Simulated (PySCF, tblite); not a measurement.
# C₄H₁₁NOSi: geometry, infrared bands and NMR shifts

Aim: predict the infrared bands and NMR shifts of C₄H₁₁NOSi (`CO[C@@H]1CCN[SiH2]1`).

The runs use tblite 0.8.0 and PySCF 2.14.0, with density-fitted response routines of our own; the level of theory stands in each step. All values are computed, except where a source is named. Atoms count from 0, in the outputs and in this text.

**1. Starting geometry**

18 atoms, charge 0, multiplicity 1; geometry from: force field or distance geometry start.

Bonds of the start (Å): C0–O1 1.43, O1–C2 1.41, C2–C3 1.57, C3–C4 1.54, C4–N5 1.47, N5–Si6 1.75, Si6–C2 1.96, C0–H7 1.08, C0–H8 1.09, C0–H9 1.09, C2–H10 1.10, C3–H11 1.10, C3–H12 1.08, C4–H13 1.10, C4–H14 1.11, N5–H15 1.03, Si6–H16 1.49, Si6–H17 1.49.

**2. Relaxing the molecule with GFN2-xTB**

Job settings and geometry (Å):

```
{"job": {"kind": "relax", "xc": "GFN2-xTB", "basis": "xTB"}, "charge": 0, "multiplicity": 1}
C      2.709700    -0.173400    -0.208400
O      1.599100    -0.329900     0.671900
C      0.363200    -0.493100     0.003900
C     -0.187600     0.877100    -0.523900
C     -1.700400     0.731900    -0.748400
N     -2.288800    -0.000400     0.384300
Si    -1.145300    -1.120800     1.087400
H      2.792600    -1.027900    -0.871700
H      2.602600     0.746700    -0.787400
H      3.611500    -0.102400     0.392000
H      0.447500    -1.210500    -0.824500
H      0.005800     1.654100     0.227000
H      0.323600     1.171900    -1.424000
H     -1.877800     0.168600    -1.681600
H     -2.175900     1.723200    -0.867800
H     -2.496900     0.675400     1.134100
H     -1.038000    -0.770400     2.529800
H     -1.553500    -2.513900     0.755900
```

Launch:

```
> OMP_NUM_THREADS=1 python probes_run.py task.json out
```

One launch serves the whole session: the jobs run in the order shown.

**Question.** This job is followed by: GFN2-xTB harmonic vibrations, gas phase; GIAO PBE0/pcSseg-1 NMR shielding, non-relativistic, gas phase. Predict these results of the whole session: strongest single infrared mode (GFN2-xTB); zero-point energy (GFN2-xTB); ¹³C shifts against TMS (PBE0/pcSseg-1); ¹H shifts against TMS (PBE0/pcSseg-1, means over atoms taken as alike); ¹⁷O shifts against H2O (PBE0/pcSseg-1); ¹⁵N shifts against NH3 (PBE0/pcSseg-1); ²⁹Si shifts against TMS (PBE0/pcSseg-1).

As calculated:

| quantity | value |
| --- | --- |
| strongest single infrared mode (GFN2-xTB) | 2202 cm⁻¹, 401 km/mol |
| zero-point energy (GFN2-xTB) | 91.5 kcal/mol |
| ¹³C shifts against TMS (PBE0/pcSseg-1) | 78.2, 61.3, 48.2, 34.7 ppm |
| ¹H shifts against TMS (PBE0/pcSseg-1, means over atoms taken as alike) | 4.86, 4.76, 3.75, 3.54, 3.49, 3.17, 2.42, 1.81, -0.12 ppm |
| ¹⁷O shifts against H2O (PBE0/pcSseg-1) | 28.2 ppm |
| ¹⁵N shifts against NH3 (PBE0/pcSseg-1) | 22.7 ppm |
| ²⁹Si shifts against TMS (PBE0/pcSseg-1) | -30.9 ppm |

What this shows: Over 92 steps the energy fell by 0.362 eV; of the close pairs, C2–Si6 changed most, 1.960 to 1.913 Å. No mode is imaginary among the 48: a minimum at this level. The strongest single mode, at 2202 cm⁻¹, moves mainly H17. GFN2-xTB is a fitted tight-binding method: band positions and strengths are rough. Its intensities can rank the bands wrongly. The most deshielded carbon is C2 (sp3 CH bonded to O and Si), at 78.2 ppm: pulled downfield by the heteroatom. At PBE0/pcSseg-1: The widest tensor belongs to N5: span 110 ppm, with a paramagnetic part of -77 ppm.
